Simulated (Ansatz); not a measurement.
# Ti3Ge2: the cost of one run

Method: DFT PBE, scalar-relativistic, plane waves, PAW, in Ansatz 0.2.0.

1 further run of the same task is left out (it didn't finish). Runs told in other sessions of the task aren't counted.

### 1 The system as given

Symmetry: R-3m, No. 166, trigonal system. The conventional cell has a = 4.629 Å, b = 4.629 Å, c = 13.366 Å, α = 90.00°, β = 90.00°, γ = 120.00°. Ti (site symmetry -3m) has 2 Ge at 2.73 Å and 6 Ti at 2.80 Å in its first shell of neighbours. Around Ti (site symmetry 3m) lie 4 Ge at 2.55 to 2.82 Å and 4 Ti at 2.80 Å. Around Ge (site symmetry 3m) lie 5 Ti at 2.55 to 2.82 Å and 3 Ge at 2.86 Å.

Coordinates:

```cif
data_structure
_symmetry_space_group_name_H-M 'P 1'
_symmetry_Int_Tables_number 1
_cell_length_a 5.1953
_cell_length_b 5.1953
_cell_length_c 5.1953
_cell_angle_alpha 52.907
_cell_angle_beta 52.907
_cell_angle_gamma 52.907
_cell_volume 82.67
loop_
_atom_site_label
_atom_site_type_symbol
_atom_site_fract_x
_atom_site_fract_y
_atom_site_fract_z
_atom_site_occupancy
Ti1 Ti 0.00000 0.00000 0.00000 1
Ti2 Ti 0.39532 0.39532 0.39532 1
Ti3 Ti 0.60468 0.60468 0.60468 1
Ge1 Ge 0.79555 0.79555 0.79555 1
Ge2 Ge 0.20445 0.20445 0.20445 1
```

It is the end of an earlier relaxation with the same method, from a database cell with other species swapped in; it needn't be the stable form of this composition. At a tolerance of 0.05 Å it has space group R-3m (No. 166); it has 16.53 Å³/atom, an uncorrected energy of -0.16 eV/atom over the elements.

### 2 Static run: bands, density of states and charges

The input, input.yaml:

```yaml
crystal:
  lattice:
    - [2.3143763683, 1.3362058193, 4.4552768442]
    - [-2.3143763683, 1.3362058193, 4.4552768442]
    - [0.0, -2.6724116385, 4.4552768442]
  atoms:
    - { symbol: Ti, position: [0.0, 0.0, 0.0] }
    - { symbol: Ti, position: [0.3953249001, 0.3953249001, 0.3953249001] }
    - { symbol: Ti, position: [0.6046750999, 0.6046750999, 0.6046750999] }
    - { symbol: Ge, position: [0.7955527374, 0.7955527374, 0.7955527374] }
    - { symbol: Ge, position: [0.2044472626, 0.2044472626, 0.2044472626] }
basis:
  ecutwfc: 420
kpoints:
  mp_grid: { grid: [12, 12, 12] }
  band_path:
    path:
      - [[0.0, 0.0, 0.0], [0.5, 0.5, 0.5], [0.7733672, 0.2266328, 0.5]]
      - [[0.5, -0.2266328, 0.2266328], [0.5, 0.0, 0.0], [0.0, 0.0, 0.0], [0.3633164, -0.3633164, 0.0]]
      - [[0.6366836, 0.0, 0.3633164], [0.5, 0.0, 0.5], [0.0, 0.0, 0.0]]
    npoints: 14
hamiltonian:
  xc: pbe
scf:
  occupations: { method: gaussian, width: 0.1 }
  n_extra_bands: 12
output:
  forces: true
  stress: true
  eigenvalues: true
  populations: true
  dos: { projected: true, de: 0.02, nscf_kmesh: { grid: [15, 15, 15] } }
  bader: true
  write_density: true
  write_potential: true
  elf: true
  volumetric_format: npy
checkpoint:
  read: start.run
  write: ck
  compress: false
  write_wavefunctions: false
  write_every: 100000
```

Started as:

```
ansatz run input.yaml --threads 1 --pin off --max-ram 2560MiB --backend cpu --events-out ev --progress --plain --runs-dir out
```

Q: Estimate wall time and peak memory on 1 thread of AMD EPYC (Zen 3), shared host.

About 4.4 min, with a peak of 1 GiB.
